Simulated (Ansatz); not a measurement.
Crystal: Cd3Se.

```
Cd Se
1.0
    -2.04095    2.04095    6.08708
     2.04095   -2.04095    6.08708
     2.04095    2.04095   -6.08708
Cd Se
3 1
Direct
  0.50000 0.50000 0.00000
  0.25000 0.75000 0.50000
  0.75000 0.25000 0.50000
  0.00000 0.00000 0.00000
```

The cell comes from a database or a generator and needn't be the stable form of this composition.

Base run:

* Program: Ansatz 0.2.0
* Functional: PBEsol
* Potentials or basis: all-electron LAPW, scalar-relativistic
* Cutoff: 241 eV
* Density cutoff: 964 eV
* Basis error allowed: 0.001 eV/atom
* k mesh: 9 × 9 × 9
* Occupations: fermi-dirac, width 0.05 eV
* Spin: no spin polarisation

Its results: pressure -3.7 GPa.

**Question.** The run is repeated on the same cell with these changes: functional from PBEsol to PBE; basis error allowed from 0.001 eV/atom to 0.002 eV/atom. What comes out?

**Answer.** Pressure -0.5 GPa.

Not every run made on this cell is shown here.
